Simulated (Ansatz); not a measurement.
Predict the output of the script below (Ansatz 0.2.0 through its Python package).

Script `scf_cs2natacl6.py`:
```python
"""Ground state of Cs2NaTaCl6 at the given structure."""

import json

import ansatz as az

lattice = az.Lattice.of(
    (0.0, 5.30854, 5.30854),
    (5.30854, 0.0, 5.30854),
    (5.30854, 5.30854, 0.0),
)
sites = [
    ("Cs", (0.75, 0.75, 0.75)),
    ("Cs", (0.25, 0.25, 0.25)),
    ("Na", (0.5, 0.5, 0.5)),
    ("Ta", (0.0, 0.0, 0.0)),
    ("Cl", (0.765436, 0.234564, 0.234564)),
    ("Cl", (0.234564, 0.234564, 0.765436)),
    ("Cl", (0.234564, 0.765436, 0.765436)),
    ("Cl", (0.234564, 0.765436, 0.234564)),
    ("Cl", (0.765436, 0.234564, 0.765436)),
    ("Cl", (0.765436, 0.765436, 0.234564)),
]
cell = az.Crystal(lattice=lattice)
for symbol, position in sites:
    cell = cell.atom(symbol, position)

# the calculation
calculation = (
    cell.calculation()
    .kpoints(4, 4, 4)
    .functional("pbesol")
    .occupations(az.OccupationsMethod.FERMI_DIRAC, width=0.1)
    .basis(510)
    .band_table()
)
result = calculation.run(threads=1)
rep = result.report

n_atoms = len(rep["lattice"]["sites"])
print("F =", round(rep["free_energy_ev"], 4), "eV for", n_atoms, "atoms")
print("E(sigma -> 0) =", round(rep["energy_sigma0_ev"], 4), "eV, TS =", round(rep["entropy_ts_ev"], 5), "eV")
print("closed by", rep["closed_by"], "after", rep["n_iterations"], "iterations")

gap = None if "band_edges_ev" not in rep else rep["band_edges_ev"][1] - rep["band_edges_ev"][0]
print("gap on the k mesh:", "none reported" if gap is None else f"{gap:.3f} eV")

keep = ["free_energy_ev", "energy_sigma0_ev", "fermi_energy_ev", "n_iterations", "converged", "magnetization_mub", "n_kpoints"]
with open("cs2natacl6.json", "w") as handle:
    json.dump({key: rep[key] for key in keep}, handle, indent=1)

print("band  energy (eV)  occupation, at k =", rep["kpoints_frac"][0])
for band, (e, occ) in enumerate(zip(rep["eigenvalues_ev"][0], rep["occupations"][0]), start=1):
    print(f"{band:4d} {e:12.4f} {occ:9.4f}")
```

```console
$ python scf_cs2natacl6.py
F = -28834.5292 eV for 10 atoms
E(sigma -> 0) = -28834.3667 eV, TS = 0.32495 eV
closed by deck_thresholds after 9 iterations
gap on the k mesh: none reported
band  energy (eV)  occupation, at k = [0.0, 0.0, 0.0]
   1     -63.2933    2.0000
   2     -46.9597    2.0000
   3     -29.8075    2.0000
   4     -29.8075    2.0000
   5     -29.8075    2.0000
   6     -19.0445    2.0000
   7     -19.0445    2.0000
   8     -19.0445    2.0000
   9     -16.5185    2.0000
  10     -16.5032    2.0000
  11     -10.9326    2.0000
  12     -10.4141    2.0000
  13     -10.4141    2.0000
  14     -10.4040    2.0000
  15     -10.4040    2.0000
  16     -10.4040    2.0000
  17      -3.4966    2.0000
  18      -3.4966    2.0000
  19      -3.4966    2.0000
  20      -3.3615    2.0000
  21      -3.3615    2.0000
  22      -3.3615    2.0000
  23      -1.2537    2.0000
  24       0.2247    2.0000
  25       0.2247    2.0000
  26       0.3951    2.0000
  27       0.3951    2.0000
  28       0.3951    2.0000
  29       0.5646    2.0000
  30       0.5646    2.0000
  31       0.5646    2.0000
  32       1.6646    2.0000
  33       1.6646    2.0000
  34       1.6646    2.0000
  35       1.9933    2.0000
  36       1.9933    2.0000
  37       1.9933    2.0000
  38       2.2776    2.0000
  39       2.2776    2.0000
  40       2.2776    2.0000
  41       6.1674    1.4593
  42       6.1674    1.4593
  43       6.1674    1.4593
  44       7.5032    0.0000
  45       8.6691    0.0000
  46       8.6691    0.0000
  47       8.9782    0.0000
  48       8.9782    0.0000
  49       9.0691    0.0000
  50       9.1041    0.0000
  51       9.1041    0.0000
```

`cs2natacl6.json`, as written:
```json
{
 "free_energy_ev": -28834.529196176736,
 "energy_sigma0_ev": -28834.36672114034,
 "fermi_energy_ev": 6.266645964895428,
 "n_iterations": 9,
 "converged": true,
 "magnetization_mub": 0.0,
 "n_kpoints": 8
}
```

What to keep in mind:
- Absolute energies stand on the zero of these potentials, so only differences at equal settings mean something. A total without «per atom» is that of the cell as typed.
- The run is spin-unpolarised.
- The computed bands are complete only to about 2.8 eV above the Fermi level.
- For a metal this k-point mesh is coarse: on a finer one energies can move by several to tens of meV an atom and pressures by half a GPa or more, differences at one mesh by less.
- The structure comes from a database of computed cells and needn't be a stable or known phase.
- Levels are Kohn-Sham eigenvalues on this mesh, without spin-orbit coupling.
- Cost: about 12 core-seconds.

(Lines on the test bed's own set-up are left out of the output.)
